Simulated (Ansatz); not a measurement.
**Hf3N2: further runs on the relaxed cell**

One table from this session's results is given with a row withheld; the runs are named, their logs left out.

Program: Ansatz 0.2.0. Level of theory: DFT PBEsol, scalar-relativistic, plane waves, PAW. These are calculated values, not measurements.

## The starting structure

The structure is trigonal, space group R-3m (No. 166). The conventional cell has a = 3.193 Å, b = 3.193 Å, c = 23.125 Å, α = 90.00°, β = 90.00°, γ = 120.00°. Hf (site symmetry 3m) is surrounded by 3 N at 2.26 Å. Hf (site symmetry -3m) has 6 N at 2.25 Å as nearest neighbours. N (site symmetry 3m) has 6 Hf at 2.25 to 2.26 Å as nearest neighbours.

Structure file:

```xyz
5
Lattice="1.5967 0.9218 7.7082 -1.5967 0.9218 7.7082 0.0000 -1.8437 7.7082" Properties=species:S:1:pos:R:3 pbc="T T T"
Hf    0.0000    0.0000   18.0135
Hf    0.0000    0.0000    5.1111
Hf    0.0000    0.0000    0.0000
N     0.0000    0.0000   14.1321
N     0.0000    0.0000    8.9924
```

It goes back to an entry of the Materials Project, which need not be the stable form.

This cell was relaxed beforehand with the same method: volume 13.61 Å³/atom, gap on the mesh none (metal).

The first run:

The input, input.yaml:

```yaml
crystal:
  lattice:
    - [1.5805455163, 0.9125283793, 7.630322735]
    - [-1.5805455163, 0.9125283793, 7.630322735]
    - [0.0, -1.8250567586, 7.630322735]
  atoms:
    - { symbol: Hf, position: [0.7789751363, 0.7789751363, 0.7789751363] }
    - { symbol: Hf, position: [0.2210248637, 0.2210248637, 0.2210248637] }
    - { symbol: Hf, position: [0.0, 0.0, 0.0] }
    - { symbol: "N", position: [0.6111305274, 0.6111305274, 0.6111305274] }
    - { symbol: "N", position: [0.3888694726, 0.3888694726, 0.3888694726] }
basis:
  ecutwfc: 420
kpoints:
  mp_grid: { grid: [12, 12, 12] }
hamiltonian:
  xc: pbesol
scf:
  occupations: { method: gaussian, width: 0.1 }
output:
  forces: true
  stress: true
  eigenvalues: true
  write_density: true
  write_potential: true
  elf: true
  volumetric_format: npy
relax:
  adjacent_minimum: "off"
  f_tol: 0.01
  max_steps: 30
  cell: { stress_tol: 0.1, fix: [volume] }
```

Run with:

```bash
ansatz run input.yaml --threads 1 --pin off --max-ram 2560MiB --backend cpu --events-out ev --progress --plain --runs-dir out
```

Among the steps run: The cell scaled to 0.97 of its volume; The cell scaled to 1.03 of its volume; The cell scaled to 0.94 of its volume; Volume × 1.06; Volume × 0.91; The cell scaled to 1.10 of its volume; Volume × 0.88.

One table of the session follows, with a row left open; its other results are not shown here.

It belongs to the step «Equation of state». 

| volume (Å³/atom) | energy above the lowest point (meV/atom) | pressure (GPa) |
| --- | --- | --- |
| 11.981 | 167.5 | 36.29 |
| 12.389 | 89.5 | 25.17 |
| 12.798 | 37.7 | 15.53 |
| 13.206 | 8.9 | 7.19 |
| 13.615 | 0.0 | -0.02 |
| 14.023 | 8.2 | -6.21 |
| 14.432 | ? | ? |
| 14.976 | 80.6 | -17.40 |

Q: Estimate the row for volume (Å³/atom) = 14.432 from the others.

Worked estimate for «energy above the lowest point (meV/atom)». A straight line through the neighbours (14.023, 8.2) and (14.976, 80.6) gives 8.2 + (80.6 − 8.2) × (14.432 − 14.023) / (14.976 − 14.023) = 39.3; a parabola fitted to 3 rows on both sides gives 30.1.

**Answer.** energy above the lowest point (meV/atom): 31.0; pressure (GPa): -11.52. In «energy above the lowest point (meV/atom)» the line misses by +8.3 and the parabola by -0.9.

To keep in mind: Warnings in the runs' records: eigensolver not converged, forces off the residual converged image.
